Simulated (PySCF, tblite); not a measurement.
**C₃H₁₀AlNSi: geometry, infrared bands and NMR shifts**

What infrared bands and NMR shifts should C₃H₁₀AlNSi (`[AlH2][N]([SiH3])C1CC1`) show?

The runs use tblite 0.8.0 and PySCF 2.14.0, with density-fitted response routines of our own; the level of theory stands in each step. All values are computed, except where a source is named. Atoms are numbered from 0 throughout.

## 1. The starting structure

16 atoms, charge 0, multiplicity 1; geometry from: force field or distance geometry start.

Bonds of the start (Å): Al0–N1 1.94, N1–Si2 1.79, N1–C3 1.46, C3–C4 1.53, C4–C5 1.52, C5–C3 1.52, Al0–H6 1.59, Al0–H7 1.60, Si2–H8 1.48, Si2–H9 1.47, Si2–H10 1.47, C3–H11 1.12, C4–H12 1.11, C4–H13 1.10, C5–H14 1.11, C5–H15 1.10.

## 2. Optimising the geometry with GFN2-xTB

Job settings and geometry (Å):

```
{"job": {"kind": "relax", "xc": "GFN2-xTB", "basis": "xTB"}, "charge": 0, "multiplicity": 1}
Al     2.235900    -0.455900     0.078000
N      0.487800     0.149900    -0.501300
Si     0.530500     1.937300    -0.427400
C     -0.514700    -0.327800     0.446300
C     -1.071100    -1.707900     0.107500
C     -1.908100    -0.462500    -0.155100
H      3.117000    -1.354900    -0.893800
H      2.778800    -0.042400     1.527800
H     -0.785800     2.460900    -0.838300
H      0.810100     2.394500     0.942200
H      1.542700     2.452200    -1.355100
H     -0.449600    -0.075000     1.536500
H     -0.659600    -2.166900    -0.811100
H     -1.397900    -2.305500     0.971500
H     -2.735900    -0.307700     0.573000
H     -1.987500    -0.179400    -1.212100
```

The run is started by

```bash
OMP_NUM_THREADS=1 python probes_run.py task.json out
```

The driver reads the jobs from task.json and runs them one after another.

**Question.** This job is followed by: GFN2-xTB harmonic vibrations, gas phase; GIAO PBE0/pcSseg-1 NMR shielding, non-relativistic, gas phase. Predict these results of the whole session: strongest single infrared mode (GFN2-xTB); zero-point energy (GFN2-xTB); 13C shifts against TMS (PBE0/pcSseg-1, means over atoms taken as alike); 1H shifts against TMS (PBE0/pcSseg-1, means over atoms taken as alike); 27Al shifts against AlH4- (PBE0/pcSseg-1); 15N shifts against NH3 (PBE0/pcSseg-1); 29Si shifts against TMS (PBE0/pcSseg-1); surface potential, 1st and 99th percentile.

As calculated:

| quantity | value |
| --- | --- |
| strongest single infrared mode (GFN2-xTB) | 2186 cm⁻¹, 424 km/mol |
| zero-point energy (GFN2-xTB) | 70.2 kcal/mol |
| 13C shifts against TMS (PBE0/pcSseg-1, means over atoms taken as alike) | 35.6, 12.6 ppm |
| 1H shifts against TMS (PBE0/pcSseg-1, means over atoms taken as alike) | 5.01, 4.73, 2.40, 1.06, 0.16 ppm |
| 27Al shifts against AlH4- (PBE0/pcSseg-1) | 152.5 ppm |
| 15N shifts against NH3 (PBE0/pcSseg-1) | 28.0 ppm |
| 29Si shifts against TMS (PBE0/pcSseg-1) | -59.0 ppm |
| surface potential, 1st and 99th percentile | -0.65 V and 2.72 V |

What this shows: Relaxing lowered the energy by 0.916 eV in 137 steps; the close pair that moved most is Al0–N1, from 1.939 to 1.813 Å. No mode is imaginary among the 42: a minimum at this level. The strongest single mode, at 2186 cm⁻¹, moves mainly H8 and H9. Unscaled tight-binding wavenumbers are off by several per cent, some by more. Its intensities can rank the bands wrongly. At PBE0/pcSseg-1: Shielding is most anisotropic at Si2 (span 125 ppm, paramagnetic term -472 ppm). At PBE0/pcSseg-1, counted by nearest atom on the grid, the HOMO lies on N1 54 %; C5 10 %, the LUMO on Al0 34 %; H6, H7, H12 about 14 % each.
